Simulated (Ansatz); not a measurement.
**One shape, several levels: [SnH3]− (SMILES [H][Sn-]([H])[H])**

Wanted: a comparison of 6 runs (PBE/STO-3G, r2SCAN/STO-3G, wB97X/STO-3G, RPA@PBE/STO-3G, BCCD(T)/STO-3G, CCSD/STO-3G) of [SnH3]−. 

The calculation is run with Ansatz 0.2.0.

1 further run of the same task is left out (set aside as unsound or not needed).

## (1) Starting point

[SnH3]−: 4 atoms, total charge -1, spin state singlet. SMILES: `[H][Sn-]([H])[H]`. The H4–Sn1 distance was set to 3.897 Å, away from the relaxed value. At this shape a bond of the SMILES string is far longer than usual.

Bond lengths: Sn1–H2 1.948 Å, Sn1–H3 1.948 Å. Angles: H2–Sn1–H3 93.3°.

## (2) The energy at PBE/STO-3G (run 1)

in.yaml reads:

```yaml
crystal:
  periodic: [false, false, false]
  atoms:
    - {symbol: Sn, position_ang: [0.831780, 1.416101, 1.842950]}
    - {symbol: H, position_ang: [2.475950, 1.376771, 0.799630]}
    - {symbol: H, position_ang: [0.051300, 2.842881, 0.770870]}
    - {symbol: H, position_ang: [-0.844540, -1.404640, -0.259610]}
basis:
  gaussian:
    orbitals: STO-3G
total_charge: -1
hamiltonian:
  xc: pbe
accuracy: high
```

Command:

```bash
$ ansatz run in.yaml --threads 1 --pin off --max-ram 2610MiB --events-out events.jsonl --progress --plain --runs-dir runs
```

What it wrote:

```text
Warning: RAYON_NUM_THREADS=1 ignored (pool sized by the plan → 1); use --threads N
Functional definition: PBE
  name "PBE"
  parameter kappa = 0.804
  parameter beta = 0.06672455060314922
  exchange = pbe_x(kappa = kappa, mu = beta*pi^2/3)
  correlation = pbe_c(beta = beta)
513 factors; integrals over basis functions are off by at most 4.8e-9 eV
mean field evaluation 1: about -162342.3268 eV, gradient 1.1e1 eV
mean field evaluation 2: about -162325.4793 eV, gradient 2.4e1 eV
mean field evaluation 4: about -162345.3642 eV, gradient 1.5e1 eV
mean field evaluation 8: about -162345.3165 eV, gradient 1.5e1 eV
mean field evaluation 16: about -162339.8210 eV, gradient 2.8e1 eV
mean field -162346.78358059 eV, -5966.1342539843 hartree, gradient 3.1e-8 eV, S^2 0.000000; 0 other end points of the search recorded, 0 dependent functions left out
reference -162346.78358260 eV, -5966.1342540585 hartree; 27, 27 occupied and 3, 3 virtual orbitals, 513 factors
Total energy: -162346.78358260 eV, -5966.1342540585 hartree
```

Run time: 0.66 s. Hardware: 1 thread of AMD EPYC 9R45 (Zen 5), shared host.

## (3) A single-point energy at r2SCAN/STO-3G (run 2)

run.yaml reads:

```yaml
basis:
  gaussian: {orbitals: STO-3G}
crystal:
  periodic: [false, false, false]
  atoms:
    - {symbol: Sn, position_ang: [0.831780, 1.416101, 1.842950]}
    - {symbol: H, position_ang: [2.475950, 1.376771, 0.799630]}
    - {symbol: H, position_ang: [0.051300, 2.842881, 0.770870]}
    - {symbol: H, position_ang: [-0.844540, -1.404640, -0.259610]}
total_charge: -1
magnetization: {spin_polarized: false}
hamiltonian: {xc: {name: r2SCAN}}
accuracy: high
```

Command:

```bash
$ ansatz run run.yaml --threads 1 --pin off --max-ram 2610MiB --events-out events.jsonl --progress --plain --runs-dir runs
```

What it wrote:

```text
Warning: RAYON_NUM_THREADS=1 ignored (pool sized by the plan → 1); use --threads N
Functional definition: r2SCAN
  name "r2SCAN"
  parameter k0 = 0.174
  parameter k1 = 0.065
  parameter a1 = 4.9479
  exchange = r2scan_x(k0 = k0, k1 = k1, a1 = a1)
  correlation = r2scan_c
513 factors; integrals over basis functions are off by at most 4.8e-9 eV
mean field evaluation 1: about -162364.2322 eV, gradient 1.1e1 eV
mean field evaluation 2: about -162347.6932 eV, gradient 2.1e1 eV
mean field evaluation 4: about -162361.6650 eV, gradient 2.9e1 eV
mean field evaluation 8: about -162368.2954 eV, gradient 2.2e-3 eV
mean field -162368.29540393 eV, -5966.9247989110 hartree, gradient 1.6e-8 eV, S^2 0.000000; 0 other end points of the search recorded, 0 dependent functions left out
reference -162368.29540441 eV, -5966.9247989285 hartree; 27, 27 occupied and 3, 3 virtual orbitals, 513 factors
Total energy: -162368.29540441 eV, -5966.9247989285 hartree
```

Run time: 1.4 s. Hardware: 1 thread of AMD EPYC 9R45 (Zen 5), shared host; peak memory 0.15 GiB.

Runs 3 to 5 aren't shown in full; the table further down has their settings and results.

## (4) A single-point energy at CCSD/STO-3G (run 6)

run.yaml reads:

```yaml
crystal:
  periodic: [false, false, false]
  atoms:
    - {symbol: Sn, position_ang: [0.831780, 1.416101, 1.842950]}
    - {symbol: H, position_ang: [2.475950, 1.376771, 0.799630]}
    - {symbol: H, position_ang: [0.051300, 2.842881, 0.770870]}
    - {symbol: H, position_ang: [-0.844540, -1.404640, -0.259610]}
basis:
  gaussian: {orbitals: STO-3G}
accuracy: high
correlation: {method: ccsd, frozen_orbitals: {H: 0, Sn: 18}}
scf: {omitted_lower_state_checks: [cluster_reference, increment]}
total_charge: -1
```

Command:

```bash
$ ansatz run run.yaml --threads 1 --pin off --max-ram 2610MiB --events-out events.jsonl --progress --plain --runs-dir runs
```

What it wrote, shortened:

```text
Warning: RAYON_NUM_THREADS=1 ignored (pool sized by the plan → 1); use --threads N
Functional definition: HF
  name "HF"
[...]
513 factors; integrals over basis functions are off by at most 4.8e-9 eV
[...]
mean field -162303.82440841 eV, -5964.5555335257 hartree, gradient 2.9e-8 eV, S^2 0.000000; 0 other end points of the search recorded, 0 dependent functions left out; unrestricted orbitals would lower it
18 core orbitals not correlated: weight in the atoms' cores, before any rotation towards them, 1.000 or more for the frozen orbitals, at most 0.000 for the correlated occupied ones
reference -162303.82440841 eV, -5964.5555335257 hartree; 9, 9 occupied and 3, 3 virtual orbitals, 513 factors
second order -2.22206049 eV of doubles, -0.00000000 eV of singles
cycle   1  -1.90600991 eV  change   -5.8e-1 eV  update   1.6e-1
[...]
cycle  29  -4.05323187 eV  change    1.3e-9 eV  update  8.1e-10
WARN: these amplitudes may be one of several solutions (largest doubles amplitude 1.16, level shift 5.52 eV)
Total energy: -162307.87764028 eV, -5964.7044870494 hartree
Checks for a lower state left out: cluster_reference, increment
```

Run time: 0.28 s. Hardware: 1 thread of AMD EPYC 9R45 (Zen 5), shared host.

## (5) Overview of the runs

| run | level | frozen core orbitals | energy (Eh) | wall time |
| --- | --- | --- | --- | --- |
| 1 | PBE/STO-3G | – | -5966.134254 | 0.66 s |
| 2 | r2SCAN/STO-3G | – | -5966.924799 | 1.4 s |
| 3 | wB97X/STO-3G | – | -5966.853858 | 2.3 s |
| 4 | RPA@PBE/STO-3G | 18 | -5964.752271 | 0.92 s |
| 5 | BCCD(T)/STO-3G | 18 | -5964.705269 | 0.3 s |
| 6 | CCSD/STO-3G | 18 | -5964.704487 | 0.28 s |

## (6) Summary of results

| quantity | value |
| --- | --- |
| run 6: total energy | -5964.70449 Eh |
| run 6: correlation energy (18 core orbitals frozen) | -149.0 mEh |
| run 6: T1 diagnostic | 0.147 |

In words: Totals of different functionals can't be ranked against each other. In run 6 the T1 diagnostic is large, so a single reference may not serve. In runs 4, 5, 6 the log says that unrestricted orbitals would lower the reference, so the values rest on an unstable closed-shell determinant (other closed-shell runs at this shape may share the fault). In runs 1, 2, 3, 4, 5, 6 the basis is minimal, so the values are rough. In runs 1, 2, 3, 4, 5, 6 relativity is left out where basis or elements ask for it. All runs together took 5.8 s, the longest 2.3 s.
